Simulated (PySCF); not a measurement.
**[SmCl3(NH3)]−: how tightly the ligands are held**

Aim: take one ligand of each kind off [SmCl3(NH3)]−, with both parts rigid, and scan its distance from the metal. The structure is generated, not taken from experiment.

Computed with PySCF 2.14.0. Level: PBE0, Sm lcecp-0-SVP with ECP52, Cl def2-SVP, N def2-SVP, H def2-SVP; scalar-relativistic core potentials, no spin–orbit coupling.

1 further run of the same task is left out (for a known fault of the program).

### 1 Starting geometry

8 atoms, charge -1, spin multiplicity 1.

Bond lengths: Sm1–Cl2 2.755 Å, Sm1–Cl3 2.755 Å, Sm1–Cl4 2.755 Å, Sm1–N5 2.705 Å, N5–H6 1.019 Å, N5–H7 1.019 Å, N5–H8 1.019 Å. Angles: Cl2–Sm1–Cl3 119.9°, Cl2–Sm1–Cl4 119.9°, Cl2–Sm1–N5 91.7°, Cl3–Sm1–Cl4 119.9°, Cl3–Sm1–N5 91.7°, Cl4–Sm1–N5 91.7°, Sm1–N5–H6 111.2°, Sm1–N5–H7 111.2°, Sm1–N5–H8 111.2°, H6–N5–H7 107.7°, H6–N5–H8 107.7°, H7–N5–H8 107.7°.

Geometry (Å):

```
Sm    0.0682   -0.0682    0.0682
Cl    1.2389    2.1337    1.2389
Cl   -2.1337   -1.2389    1.2389
Cl    1.2389   -1.2389   -2.1337
N    -1.4933    1.4933   -1.4933
H    -2.0938    2.0938   -0.9305
H    -0.9305    2.0938   -2.0938
H    -2.0938    0.9305   -2.0938
```

Formal oxidation states: Sm +2. Each metal's 6 4f electrons lie in its core potential, so multiplicities, spins and levels count the valence alone. An earlier session relaxed this geometry at PBE0, Sm lcecp-0-SVP with ECP52, Cl def2-SVP, N def2-SVP, H def2-SVP (singlet, point group C3v).

### 2 Cl taken off

The ligand (atom 2) keeps its formal charge and a closed shell where it can; ligand and rest are solved at the complex's geometry, in vacuum, with the settings of the relaxation.

| part | charge | state | energy (Eh) |
| --- | --- | --- | --- |
| complex | -1 | singlet | -1465.366613 |
| ligand | -1 | singlet | -459.928134 |
| rest | 0 | singlet | -1005.303612 |

Run time: 1.8 s. Hardware: 2 threads of Arm Neoverse V1, shared host.

### 3 Rigid scan of Cl

Atom 2 moves along the line from atom 1; the distance is to the donor, the donors' midpoint or the ring centre. Each point starts from the density of the one before.

| distance (Å) | energy from the relaxed point (eV) |
| --- | --- |
| 2.45 | 0.391 |
| 2.55 | 0.152 |
| 2.65 | 0.033 |
| 2.75 | 0.000 |
| 2.85 | 0.026 |
| 2.95 | 0.092 |
| 3.15 | 0.295 |
| 3.45 | 0.666 |
| 3.85 | 1.156 |
| 4.35 | 1.679 |

Wall time 19 s (2 threads of Arm Neoverse V1, shared host).

### 4 NH3 taken off

The ligand (atoms 5, 6, 7, 8) keeps its formal charge and a closed shell where it can; ligand and rest are solved at the complex's geometry, in vacuum, with the settings of the relaxation.

| part | charge | state | energy (Eh) |
| --- | --- | --- | --- |
| complex | -1 | singlet | -1465.366613 |
| ligand | 0 | singlet | -56.440493 |
| rest | -1 | singlet | -1408.897082 |

It took 1.3 s on 2 threads of Arm Neoverse V1, shared host.

### 5 Rigid scan of NH3

Atoms 5, 6, 7, 8 move together along the line from atom 1; the distance is to the donor, the donors' midpoint or the ring centre. Each point starts from the density of the one before.

| distance (Å) | energy from the relaxed point (eV) |
| --- | --- |
| 2.40 | 0.220 |
| 2.50 | 0.084 |
| 2.60 | 0.018 |
| 2.70 | 0.000 |
| 2.80 | 0.013 |
| 2.90 | 0.047 |
| 3.10 | 0.145 |
| 3.40 | 0.306 |
| 3.80 | 0.486 |
| 4.30 | 0.637 |

Run time: 19 s. Hardware: 2 threads of Arm Neoverse V1, shared host.

### 6 What came out

```
                    quantity      value
               taking off Cl    3.67 eV
 stiffness of the Cl contact  5.9 eV/Å²
              taking off NH3    0.79 eV
stiffness of the NH3 contact  3.2 eV/Å²
```

Taking off Cl as a fragment of charge -1 costs 3.67 eV. Near 2.75 Å the Cl contact has a stiffness of about 5.9 eV/Å², and the energy stands 1.68 eV higher at 4.35 Å. Taking off NH3 as a fragment of charge +0 costs 0.79 eV. Near 2.70 Å the NH3 contact has a stiffness of about 3.2 eV/Å², and the energy stands 0.64 eV higher at 4.30 Å. The free anion is solved without diffuse functions, no counterpoise correction is made, and the parts aren't relaxed; each of these makes the binding look larger. These are double-zeta-type bases without diffuse functions. Spin–orbit coupling is left out.
